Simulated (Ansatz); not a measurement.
**Alloy of InP and GaP (26 of 32 In sites exchanged), 64 atoms**

How does this alloy cell relax, and what gap do PBEsol and HSE06 give?

Program: Ansatz 0.2.0, PAW, plane waves. These are calculated values, not measurements.

**1. The system as built**

64 atoms (26 Ga, 32 P, 6 In); a = 11.044 Å, b = 11.044 Å, c = 11.044 Å, α = 90.00°, β = 90.00°, γ = 90.00°. All atoms were shaken off their sites by about 0.02 Å along each axis.

Steps to follow: (2) PBEsol cell relaxation at the single k point (½, ½, ½), on 1 × NVIDIA GB300 with 8 threads of Arm Neoverse-V2; (3) HSE06 single point at the Γ point alone, on 1 × NVIDIA GB300 with 8 threads of Arm Neoverse-V2.

**2. PBEsol relaxation of the cell and the positions**

The input, in.yaml:

```yaml
crystal:
  lattice:
    - [11.043994, 0.000000, 0.000000]
    - [0.000000, 11.043994, 0.000000]
    - [0.000000, 0.000000, 11.043994]
  atoms:
    - { symbol: Ga, position: [0.000869, 0.004030, 0.002033] }
    - { symbol: Ga, position: [0.000351, 0.998967, 0.499734] }
    - { symbol: Ga, position: [0.003030, 0.500601, 0.998471] }
    - { symbol: Ga, position: [0.998663, 0.502203, 0.498670] }
    - { symbol: Ga, position: [0.501977, 0.001281, 0.996772] }
    - { symbol: Ga, position: [0.499289, 0.002206, 0.501622] }
    - { symbol: Ga, position: [0.501164, 0.497609, 0.997197] }
    - { symbol: Ga, position: [0.500566, 0.497985, 0.499116] }
    - { symbol: Ga, position: [0.249819, 0.248781, 0.999076] }
    - { symbol: Ga, position: [0.250148, 0.250405, 0.503105] }
    - { symbol: Ga, position: [0.252574, 0.752148, 0.003475] }
    - { symbol: Ga, position: [0.252639, 0.751201, 0.499243] }
    - { symbol: Ga, position: [0.750252, 0.249350, 0.003190] }
    - { symbol: Ga, position: [0.748251, 0.751861, 0.998166] }
    - { symbol: Ga, position: [0.249305, 0.999797, 0.249681] }
    - { symbol: Ga, position: [0.251183, 0.495509, 0.252386] }
    - { symbol: Ga, position: [0.249362, 0.502828, 0.751003] }
    - { symbol: Ga, position: [0.749880, 0.502683, 0.250977] }
    - { symbol: Ga, position: [0.747954, 0.498212, 0.750471] }
    - { symbol: Ga, position: [0.000384, 0.249747, 0.249895] }
    - { symbol: Ga, position: [0.000650, 0.248421, 0.747977] }
    - { symbol: Ga, position: [0.001663, 0.750108, 0.248441] }
    - { symbol: Ga, position: [0.003192, 0.750468, 0.751993] }
    - { symbol: Ga, position: [0.503246, 0.250970, 0.251761] }
    - { symbol: Ga, position: [0.499364, 0.248470, 0.753522] }
    - { symbol: Ga, position: [0.500623, 0.749332, 0.246992] }
    - { symbol: P, position: [0.125946, 0.124799, 0.128391] }
    - { symbol: P, position: [0.125196, 0.124460, 0.624960] }
    - { symbol: P, position: [0.127199, 0.623122, 0.125008] }
    - { symbol: P, position: [0.123803, 0.627048, 0.622751] }
    - { symbol: P, position: [0.624452, 0.125342, 0.128767] }
    - { symbol: P, position: [0.625941, 0.129420, 0.624832] }
    - { symbol: P, position: [0.623257, 0.627719, 0.126822] }
    - { symbol: P, position: [0.628454, 0.623143, 0.625995] }
    - { symbol: P, position: [0.375752, 0.374815, 0.126606] }
    - { symbol: P, position: [0.373734, 0.377118, 0.624545] }
    - { symbol: P, position: [0.377655, 0.874752, 0.125912] }
    - { symbol: P, position: [0.373730, 0.876684, 0.624941] }
    - { symbol: P, position: [0.873736, 0.374792, 0.127571] }
    - { symbol: P, position: [0.875868, 0.375416, 0.623912] }
    - { symbol: P, position: [0.874196, 0.874846, 0.123958] }
    - { symbol: P, position: [0.875708, 0.876814, 0.625704] }
    - { symbol: P, position: [0.374021, 0.126232, 0.373473] }
    - { symbol: P, position: [0.371019, 0.127649, 0.875954] }
    - { symbol: P, position: [0.376770, 0.624278, 0.373472] }
    - { symbol: P, position: [0.376524, 0.623378, 0.873730] }
    - { symbol: P, position: [0.874168, 0.126924, 0.377081] }
    - { symbol: P, position: [0.874144, 0.126495, 0.875834] }
    - { symbol: P, position: [0.876688, 0.624069, 0.376849] }
    - { symbol: P, position: [0.873246, 0.623890, 0.876422] }
    - { symbol: P, position: [0.125618, 0.377728, 0.373259] }
    - { symbol: P, position: [0.124121, 0.375779, 0.874352] }
    - { symbol: P, position: [0.124679, 0.875905, 0.373172] }
    - { symbol: P, position: [0.126743, 0.877007, 0.874628] }
    - { symbol: P, position: [0.627842, 0.375162, 0.376191] }
    - { symbol: P, position: [0.624954, 0.375872, 0.872446] }
    - { symbol: P, position: [0.624218, 0.876356, 0.377587] }
    - { symbol: P, position: [0.621629, 0.874078, 0.876873] }
    - { symbol: In, position: [0.749765, 0.252849, 0.498903] }
    - { symbol: In, position: [0.747065, 0.747795, 0.500049] }
    - { symbol: In, position: [0.248360, 0.996467, 0.749949] }
    - { symbol: In, position: [0.749781, 0.001878, 0.247264] }
    - { symbol: In, position: [0.749608, 0.997742, 0.748282] }
    - { symbol: In, position: [0.502438, 0.750535, 0.749902] }
kpoints:
  mp_grid: { grid: [1, 1, 1], shift: [0.5, 0.5, 0.5] }
hamiltonian:
  xc: pbesol
scf:
  occupations: { method: fermi_dirac, width: 0.01 }
relax:
  f_tol: 0.03
  max_steps: 80
  escape_saddle: false
  adjacent_minimum: "off"
  cell: { fix: [shape] }
output:
  forces: true
  eigenvalues: true
  populations: true
```

Further steps of the session: Single point with HSE06.

Q: Predict the outcome of this session. Wanted: for each run, top filled to lowest empty.

**Answer**, as computed:

```
             level         time   k points  top filled to lowest empty (eV)
PBEsol, relaxation  7.3 s (GPU)  (½, ½, ½)                             2.24
             HSE06   32 s (GPU)          Γ                             2.26
```

| quantity | value |
| --- | --- |
| relaxation | 5 recorded steps, 2.77 eV gained |
| largest shift | 0.19 Å (P32) |
| relaxed cell | a = 11.056 Å, b = 11.056 Å, c = 11.056 Å, α = 90.00°, β = 90.00°, γ = 90.00° |
| mean bonds | Ga–P 2.368, In–P 2.512 Å |

**In words.** The relaxation lowers the energy by 2.77 eV; the largest shift is 0.19 Å (P32), while the volume changes by +0.3 %. The mean lengths of the listed bonds run from Ga–P 2.37 Å to In–P 2.51 Å. The relaxation ran on other k points, so part of any difference from the later rows can come from the mesh. With one k point the spacing samples only the states that fold onto it, so it can exceed the gap over the zone.
